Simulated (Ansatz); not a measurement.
# Cl2F2H2In2: the cost of one run

The runs use Ansatz 0.2.0, Gaussian basis; the settings change from run to run.

1 further run of the same task is left out (for a known fault of the program). Runs told in other sessions of the task aren't counted.

## (1) The relaxed structure

The geometry comes from an earlier relaxation with PBE0-D4 in a triple-zeta def2 set; it is a stationary point, not always the lowest conformer. In takes a core potential in def2 sets; no spin-orbit term is included.

8 atoms, charge 0, spin multiplicity 1.

Atoms are counted from 1 here; the program's logs count them from 0.

Bond lengths: Cl1–In2 2.305 Å, In2–F3 2.119 Å, In2–F6 2.119 Å, In2–H7 1.684 Å, F3–In4 2.119 Å, In4–Cl5 2.305 Å, In4–F6 2.119 Å, In4–H8 1.684 Å. Angles: Cl1–In2–F3 102.1°, Cl1–In2–F6 102.3°, Cl1–In2–H7 135.0°, F3–In2–F6 75.8°, F3–In2–H7 112.9°, F6–In2–H7 112.8°, In2–F3–In4 104.2°, F3–In4–Cl5 102.2°, F3–In4–F6 75.8°, F3–In4–H8 112.9°, Cl5–In4–F6 102.3°, Cl5–In4–H8 134.9°, F6–In4–H8 112.8°, In2–F6–In4 104.2°.

## (2) B97/def2-mTZVPP

This run has multiplicity 3.

in.yaml reads:

```yaml
crystal:
  periodic: [false, false, false]
  atoms:
    - {symbol: Cl, position_ang: [0.814071, -2.898954, 1.047605]}
    - {symbol: In, position_ang: [1.357285, -0.687054, 0.694808]}
    - {symbol: F, position_ang: [0.453116, -0.300579, -1.182124]}
    - {symbol: In, position_ang: [-1.357111, 0.687156, -0.693660]}
    - {symbol: Cl, position_ang: [-0.816914, 2.897931, -1.057480]}
    - {symbol: F, position_ang: [-0.451156, 0.304011, 1.183339]}
    - {symbol: H, position_ang: [2.719168, 0.263093, 0.975675]}
    - {symbol: H, position_ang: [-2.718468, -0.265615, -0.968162]}
basis:
  gaussian: {orbitals: def2-mTZVPP}
magnetization: {spin_polarized: true, initial_magnetization: 2}
hamiltonian: {xc: {name: B97}}
```

On the command line:

```bash
ansatz run in.yaml --threads 4 --pin off --events-out ev --progress --plain --max-ram 11315MiB
```

**Question.** How long does this run take on 4 threads of Arm Neoverse V1, shared host, and how much memory does it need?

About 57 s, with a peak of 1.2 GiB.
